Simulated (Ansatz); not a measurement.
The same calculation of CH3BF2Te, SMILES B[Te]C(F)F as a Python script and as an input file (the Python package of Ansatz (0.2.0)).

Script `run_energy.py`:
```python
import sys

import ansatz as az
from ase import Atoms
import numpy as np

params = {
    "basis_set": "def2-SVP",
    "functional": "r2scan",
}

atoms = Atoms(["B", "Te", "C", "F", "F", "H", "H", "H"], positions=[
    [-0.6156, 1.5071, -0.4444],
    [0.4603, 0.7777, 1.2843],
    [0.5042, -1.1834, 0.4159],
    [-0.6731, -1.649, 0.2395],
    [1.1965, -1.1476, -0.8024],
    [-1.8439, 1.5135, -0.4669],
    [-0.0573, 1.9704, -1.3931],
    [1.121, -1.8457, 1.1112],
])
ch3bf2te = az.Crystal.molecule_from_ase(atoms)

model = ch3bf2te.calculation()
model = model.basis(gaussian=params["basis_set"]).functional(params["functional"])
model = model.forces()
try:
    summary = model.run(threads=1, pin="off").report
except az.AnsatzError as error:
    sys.exit(f"{type(error).__name__}: {error}")

print(f"E = {summary['free_energy_ev']:.6f} eV = {summary['free_energy_ev'] / 27.211386246:.7f} Ha")
print("converged:", summary["converged"], " doubts:", summary["published_state_doubts"] or "none")

state = summary["mean_field"]["state"]
print(f"mean field: {state['energy']['hartree']:.7f} Ha, <S^2> = {abs(state['spin_squared']):.4f}, stability: {state.get('stability', {}).get('kind')}")

symbols = [site.symbol for site in ch3bf2te.cartesian_sites]
print("forces (eV/A)")
for symbol, f in zip(symbols, summary["forces_ev_ang"]):
    print(f"  {symbol:2s} {f[0]:9.4f} {f[1]:9.4f} {f[2]:9.4f}")

charges = summary["charge_distribution"]
print("dipole moment", round(4.803205 * float(np.linalg.norm(charges["dipole_moment_e_ang"])), 3), "D")
print("Mulliken:", [(s, round(q, 3)) for s, q in zip(symbols, charges["mulliken_charges_e"])])
```

```console
$ python run_energy.py
E = -14481.079708 eV = -532.1698637 Ha
converged: True  doubts: none
mean field: -532.1698637 Ha, <S^2> = 0.0000, stability: minimum
forces (eV/A)
  B    -1.1814    0.3015   -0.5998
  Te    0.4380    0.6538    1.0313
  C     3.8666   -0.1379    0.0665
  F    -2.3777   -1.1668   -0.7328
  F    -0.8970   -0.1455    0.8491
  H     0.5002   -0.0991    0.1244
  H     0.2951    0.0378   -0.1330
  H    -0.6437    0.5563   -0.6057
dipole moment 0.68 D
Mulliken: [('B', 0.062), ('Te', -0.065), ('C', 0.272), ('F', -0.128), ('F', -0.248), ('H', 0.012), ('H', 0.016), ('H', 0.079)]
```

`input.yaml`:
```yaml
crystal:
  periodic: [false, false, false]
  atoms:
    - { symbol: B, position_ang: [-0.6156, 1.5071, -0.4444] }
    - { symbol: Te, position_ang: [0.4603, 0.7777, 1.2843] }
    - { symbol: C, position_ang: [0.5042, -1.1834, 0.4159] }
    - { symbol: F, position_ang: [-0.6731, -1.649, 0.2395] }
    - { symbol: F, position_ang: [1.1965, -1.1476, -0.8024] }
    - { symbol: H, position_ang: [-1.8439, 1.5135, -0.4669] }
    - { symbol: H, position_ang: [-0.0573, 1.9704, -1.3931] }
    - { symbol: H, position_ang: [1.121, -1.8457, 1.1112] }
basis:
  gaussian: { orbitals: def2-SVP }
hamiltonian:
  xc: r2scan
output:
  forces: true
```

The program run on that file:
```console
$ ansatz run input.yaml --threads 1 --pin off --max-ram 4096MiB --backend cpu --events-out ev --progress --plain --runs-dir out
Engine: ansatz 0.2.0, aarch64-unknown-linux-gnu
Functional definition: r2SCAN
  parameter k0 = 0.174
  parameter k1 = 0.065
  parameter a1 = 4.9479
  exchange = r2scan_x(k0 = k0, k1 = k1, a1 = a1)
  correlation = r2scan_c
1102 factors; their error is unknown
mean field evaluation 1: about -14479.3645 eV, gradient 2.8e1 eV
mean field evaluation 2: about -14477.8162 eV, gradient 4.0e1 eV
mean field evaluation 4: about -14481.1121 eV, gradient 1.7e0 eV
mean field evaluation 8: about -14481.1232 eV, gradient 5.6e-2 eV
mean field evaluation 16: about -14481.0797 eV, gradient 5.0e-5 eV
mean field -14481.07970017 eV, -532.1698633530 hartree, gradient 5.0e-5 eV, S^2 0.000000; 0 other end points of the search recorded, 0 dependent functions left out
the calculation of the forces begins
reference -14481.07970838 eV, -532.1698636546 hartree; 28, 28 occupied and 69, 69 virtual orbitals, 1102 factors
Total energy: -14481.07970838 eV, -532.1698636546 hartree
Atom 0 at    -0.615600     1.507100    -0.444400 Å, force    -1.181361     0.301490    -0.599845 eV/Å
Atom 1 at     0.460300     0.777700     1.284300 Å, force     0.437959     0.653780     1.031273 eV/Å
Atom 2 at     0.504200    -1.183400     0.415900 Å, force     3.866557    -0.137946     0.066504 eV/Å
Atom 3 at    -0.673100    -1.649000     0.239500 Å, force    -2.377687    -1.166847    -0.732756 eV/Å
Atom 4 at     1.196500    -1.147600    -0.802400 Å, force    -0.896986    -0.145516     0.849086 eV/Å
Atom 5 at    -1.843900     1.513500    -0.466900 Å, force     0.500164    -0.099114     0.124412 eV/Å
Atom 6 at    -0.057300     1.970400    -1.393100 Å, force     0.295099     0.037838    -0.132997 eV/Å
Atom 7 at     1.121000    -1.845700     1.111200 Å, force    -0.643746     0.556315    -0.605678 eV/Å
Dipole moment:    -0.018060    -0.022611     0.138662 e Å
```

Notes:
- Total energies depend on the basis set; only differences at equal settings carry meaning.
- The geometry is a force-field or estimated start, not a minimum of this method, and the basis set is short of its limit.
- def2 sets replace the cores of elements past krypton by effective core potentials.
- Run time: 6.8 s on 1 thread of Arm Neoverse V1, with other jobs on the host, peak memory 0.22 GiB.

(Lines on the test bed's own set-up are left out of the output.)
